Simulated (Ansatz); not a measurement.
# C₃H₁₁BN₂O: basis-set convergence

An exercise on one series of results from a longer session: the logs are not shown, and one member is left open.

Computed with Ansatz 0.2.0, Gaussian basis. Level: one geometry, several basis sets.

The runs, in order: PBE0-D4/def2-SVP; ωB97M-V/def2-SVP; PBE0-D4/def2-QZVPP; ωB97M-V/def2-QZVPP; the functionals' def2-TZVPP values are taken from earlier runs.

## Structure used throughout

An earlier PBE0-D4 in a triple-zeta def2 set relaxation fixed the geometry.

SMILES `CC(C)OB(N)N`, 18 atoms, charge 0, spin multiplicity 1.

Atoms are counted from 1 here; the program's logs count them from 0.

Bond lengths: C1–C2 1.514 Å, C1–H8 1.093 Å, C1–H9 1.091 Å, C1–H10 1.092 Å, C2–C3 1.518 Å, C2–O4 1.411 Å, C2–H11 1.101 Å, C3–H12 1.093 Å, C3–H13 1.092 Å, C3–H14 1.093 Å, O4–B5 1.380 Å, B5–N6 1.422 Å, B5–N7 1.417 Å, N6–H15 1.002 Å, N6–H16 1.003 Å, N7–H17 1.003 Å, N7–H18 1.002 Å. Angles: C2–C1–H8 110.0°, C2–C1–H9 110.5°, C2–C1–H10 110.8°, H8–C1–H9 108.3°, H8–C1–H10 108.5°, H9–C1–H10 108.7°, C1–C2–C3 112.0°, C1–C2–O4 107.7°, C1–C2–H11 108.0°, C3–C2–O4 110.4°, C3–C2–H11 109.2°, O4–C2–H11 109.6°, C2–C3–H12 110.9°, C2–C3–H13 111.0°, C2–C3–H14 109.8°, H12–C3–H13 108.5°, H12–C3–H14 108.4°, H13–C3–H14 108.1° and more.

The first run:

File in.yaml:

```yaml
crystal:
  periodic: [false, false, false]
  atoms:
    - {symbol: C, position_ang: [1.767703, -1.261843, -0.722111]}
    - {symbol: C, position_ang: [0.860589, -0.111474, -0.340270]}
    - {symbol: C, position_ang: [0.644762, 0.850600, -1.494458]}
    - {symbol: O, position_ang: [-0.370229, -0.658507, 0.081743]}
    - {symbol: B, position_ang: [-1.228915, -0.005430, 0.941668]}
    - {symbol: N, position_ang: [-0.929513, 1.262852, 1.509759]}
    - {symbol: N, position_ang: [-2.442113, -0.678490, 1.232111]}
    - {symbol: H, position_ang: [1.324866, -1.829927, -1.543914]}
    - {symbol: H, position_ang: [1.906438, -1.936441, 0.124430]}
    - {symbol: H, position_ang: [2.746119, -0.895262, -1.040936]}
    - {symbol: H, position_ang: [1.330257, 0.427585, 0.496359]}
    - {symbol: H, position_ang: [1.591670, 1.290357, -1.817635]}
    - {symbol: H, position_ang: [-0.032363, 1.658388, -1.209414]}
    - {symbol: H, position_ang: [0.203140, 0.319951, -2.341685]}
    - {symbol: H, position_ang: [-0.073758, 1.757480, 1.345640]}
    - {symbol: H, position_ang: [-1.529973, 1.713265, 2.174505]}
    - {symbol: H, position_ang: [-2.646711, -1.571245, 0.823534]}
    - {symbol: H, position_ang: [-3.159568, -0.320560, 1.832472]}
basis:
  gaussian: {orbitals: def2-SVP}
hamiltonian: {xc: pbe0, dispersion: d4}
output: {orbitals: {seedname: orbitals}}
```

The run is started by

```bash
$ ansatz run in.yaml --threads 2 --pin off --events-out ev --progress --plain --max-ram 32768MiB --backend cpu
```

Among the steps run: PBE0-D4 in def2-SVP; ωB97M-V in def2-SVP; PBE0-D4 in def2-QZVPP; ωB97M-V in def2-QZVPP.

One of the session's tables, all rows but one given; the rest of the session is left out.

It belongs to the step «Density functionals: the series». 

| functional | basis | HOMO (eV) | LUMO (eV) |
| --- | --- | --- | --- |
| PBE0-D4 | def2-SVP | -6.45 | 1.68 |
| PBE0-D4 | def2-TZVPP | -6.74 | 0.86 |
| PBE0-D4 | def2-QZVPP | -6.79 | 0.51 |
| ωB97M-V | def2-SVP | ? | ? |
| ωB97M-V | def2-TZVPP | -9.12 | 2.18 |
| ωB97M-V | def2-QZVPP | -9.17 | 1.63 |

**Question.** Estimate the row for ωB97M-V, def2-SVP.

**Answer.** HOMO (eV): -8.84; LUMO (eV): 3.31. In the column «HOMO (eV)» it lies between ωB97M-V, def2-TZVPP (-9.12) and PBE0-D4, def2-QZVPP (-6.79).
